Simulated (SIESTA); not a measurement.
Something may be wrong with this SIESTA 5.4.2 calculation of BiTe.

The input BiTe.fdf:

```
SystemName                      BiTe
SystemLabel                     BiTe
NumberOfSpecies                 2
NumberOfAtoms                   2
%block ChemicalSpeciesLabel
  1  83 Bi
  2  52 Te
%endblock ChemicalSpeciesLabel

UseStructFile                   true

XC.Functional                   GGA
XC.Authors                      PBE
PAO.BasisSize                   DZP
PAO.EnergyShift                 0.003 Ry
Mesh.Cutoff                     500 Ry
OccupationFunction              FD
ElectronicTemperature           0.05 eV
MaxSCFIterations                80
SCF.MustConverge                false
SCF.Mixer.Method                Pulay
SCF.Mixer.Weight                0.25
SCF.Mixer.History               8
SCF.DM.Tolerance                5.0e-05
SCF.H.Tolerance                 1.0e-03 eV
WriteForces                     true
Charge.Mulliken                 end
%block PAO.Basis
  Bi 4
  n=6 0 2
    5.784 0.000
  n=6 1 2
    8.130 0.000
  n=5 2 2
    3.882 0.000
  n=6 2 1
    8.130
  Te 4
  n=5 0 2
    5.635 0.000
  n=5 1 2
    7.297 0.000
  n=4 2 2
    3.260 0.000
  n=5 2 1
    7.297
%endblock PAO.Basis
%block kgrid.MonkhorstPak
    7   0   0  0.0
    0   7   0  0.0
    0   0   7  0.0
%endblock kgrid.MonkhorstPak
```

Contents of BiTe.STRUCT_IN:

```
   0.0000000000     3.2350000000     3.2350000000
   3.2350000000     0.0000000000     3.2350000000
   3.2350000000     3.2350000000     0.0000000000
2
1  83    0.0000000000     0.0000000000     0.0000000000
2  52    0.5000000000     0.5000000000     0.5000000000
```

Potentials or basis: PseudoDojo 0.4 standard (PBE files), DZP (energy shift 0.003 Ry; two zetas on semicore shells).

Run with:

```sh
$ siesta < BiTe.fdf > BiTe.out 2>&1
```

BiTe.out:

```text
Version         : 5.4.2

                           ***********************
                           *  WELCOME TO SIESTA  *
                           ***********************

 NOTE: Siesta V5 introduces some new defaults for basis-set generation
 NOTE: which might lead to slightly different numerical results.
 NOTE: Please see the manual for full details and compatibility measures.

reinit: Reading from standard input
reinit: Dumping input in INPUT_TMP.86803
************************** Dump of input data file ****************************
SystemName                      BiTe
SystemLabel                     BiTe
NumberOfSpecies                 2
NumberOfAtoms                   2
%block ChemicalSpeciesLabel
  1  83 Bi
  2  52 Te
%endblock ChemicalSpeciesLabel
UseStructFile                   true
XC.Functional                   GGA
XC.Authors                      PBE
PAO.BasisSize                   DZP
PAO.EnergyShift                 0.003 Ry
Mesh.Cutoff                     500 Ry
OccupationFunction              FD
ElectronicTemperature           0.05 eV
MaxSCFIterations                80
SCF.MustConverge                false
SCF.Mixer.Method                Pulay
SCF.Mixer.Weight                0.25
SCF.Mixer.History               8
[... 707 lines left out ...]
siesta:         334.55734655        334.55734655  kBar

Basis Enthalpy Calculation:
    Basis Pressure for species 1(Bi) :      0.2000000 GPa
    Basis Pressure for species 2(Te) :      0.2000000 GPa

    Orbital volume contribution        =           2.124406 eV
    (Free)E + p_basis*V_orbitals       =       -5075.194562 eV
    (Free)Eharris+ p_basis*V_orbitals  =       -5075.194562 eV

mulliken: Atomic and Orbital Populations:

Species: Bi
Atom  Qatom  Qorb
               6s      6s      6py     6pz     6px     6py     6pz     6px
               5dxy    5dyz    5dz2    5dxz    5dx2-y2 5dxy    5dyz    5dz2
               5dxz    5dx2-y2 6dxy    6dyz    6dz2    6dxz    6dx2-y2
   1 14.725   2.087  -0.076   1.213   1.213   1.213  -0.278  -0.278  -0.278
              1.967   1.967   1.961   1.967   1.961   0.025   0.025   0.019

              0.025   0.019  -0.007  -0.007  -0.004  -0.007  -0.004

Species: Te
Atom  Qatom  Qorb
               5s      5s      5py     5pz     5px     5py     5pz     5px
               4dxy    4dyz    4dz2    4dxz    4dx2-y2 4dxy    4dyz    4dz2
               4dxz    4dx2-y2 5dxy    5dyz    5dz2    5dxz    5dx2-y2
   2 16.275   2.086  -0.097   1.703   1.703   1.703  -0.305  -0.305  -0.305
              1.990   1.990   1.977   1.990   1.977   0.019   0.019   0.026

              0.019   0.026   0.005   0.005   0.021   0.005   0.021

mulliken: Qtot =       31.000

Mulliken Atomic Populations:
Atom #   charge [q] valence [e]  Species
     1     0.275482   14.724518  Bi
     2    -0.275482   16.275482  Te
 Total     0.000000

Job completed
```

Problem. How did it end, and where is the flaw?

Solution. The run converged. The input holds a flaw that was put in on purpose: misspelt key, which is passed over, so that the default holds (kgrid.MonkhorstPak = ["  7   0   0  0.0", "  0   7   0  0.0", "  0   0   7  0.0"]; kgrid.MonkhorstPack = left out). The program doesn't stop on it, so the numbers can't be trusted though the run ends normally.
